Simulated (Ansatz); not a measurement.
Predict the output of the script below (Ansatz 0.2.0, Python API).

Script `ch3clfge.py`:
```python
"""Potential curve of CH3ClFGe along one bond."""

import ansatz
from ase import Atoms
import numpy as np


def main() -> None:
    atoms = Atoms(["C", "Ge", "F", "Cl", "H", "H", "H"], positions=[
        (-0.1019, 0.8071, -0.2297),
        (0.5457, -0.9633, -0.1638),
        (1.4627, -1.1565, 1.2892),
        (-1.0235, -2.3551, -0.1575),
        (-0.7472, 0.9699, -1.1846),
        (-0.7935, 1.054, 0.6418),
        (0.7189, 1.5759, -0.2412),
    ])
    geometry = ansatz.Crystal.molecule_from_ase(atoms)

    symbols = [site.symbol for site in geometry.cartesian_sites]
    start = np.array([site.position_ang for site in geometry.cartesian_sites])
    axis = (start[6] - start[0]) / np.linalg.norm(start[6] - start[0])
    moving = [6]
    lengths, energies = [0.99, 1.035, 1.08, 1.125, 1.17, 1.215, 1.26, 1.327], []
    for length in lengths:
        xyz = start.copy()
        xyz[moving] += (length - np.linalg.norm(start[6] - start[0])) * axis
        point = ansatz.Crystal.molecule()
        for symbol, place in zip(symbols, xyz):
            point = point.atom(symbol, place.tolist())
        job = point.calculation().basis(gaussian="def2-SVP").correlation("mp2").spin("collinear", total=1)
        report = job.run(threads=1).report
        energies.append(report["free_energy_ev"])
        print(f"r = {length:6.3f} A  E = {energies[-1]:.5f} eV  <S^2> = {abs(report['mean_field']['state']['spin_squared']):.3f}")

    # quartic fit about the minimum
    fit = np.polynomial.Polynomial.fit(lengths, np.array(energies) - min(energies), 4).convert()
    roots = [r.real for r in fit.deriv().roots() if abs(r.imag) < 1e-9 and fit.deriv(2)(r.real) > 0]
    r_e = min(roots, key=lambda r: abs(r - lengths[int(np.argmin(energies))]))
    print(f"minimum of the fit at {r_e:.4f} A, force constant {fit.deriv(2)(r_e):.2f} eV/A^2")


if __name__ == "__main__":
    main()
```

`python ch3clfge.py` gives:
```text
r =  0.990 A  E = -72766.41767 eV  <S^2> = 0.754
r =  1.035 A  E = -72766.59280 eV  <S^2> = 0.754
r =  1.080 A  E = -72766.66610 eV  <S^2> = 0.754
r =  1.125 A  E = -72766.66010 eV  <S^2> = 0.754
r =  1.170 A  E = -72766.59271 eV  <S^2> = 0.754
r =  1.215 A  E = -72766.47821 eV  <S^2> = 0.754
r =  1.260 A  E = -72766.32795 eV  <S^2> = 0.754
r =  1.327 A  E = -72766.05688 eV  <S^2> = 0.754
minimum of the fit at 1.0982 A, force constant 35.45 eV/A^2
```

Caveats:
- Total energies depend on the basis set; only differences at equal settings carry meaning.
- The rest of the molecule is held rigid at a force-field or estimated start geometry, and the basis set is modest; single-reference methods fail as a bond breaks.
- The run takes the species as open-shell (spin multiplicity 2), which needn't be its ground state.
- S² is that of the Hartree-Fock reference.
- Wall time of the script: 21 s on 1 thread of Arm Neoverse V1 (shared host), peak memory 0.3 GiB.
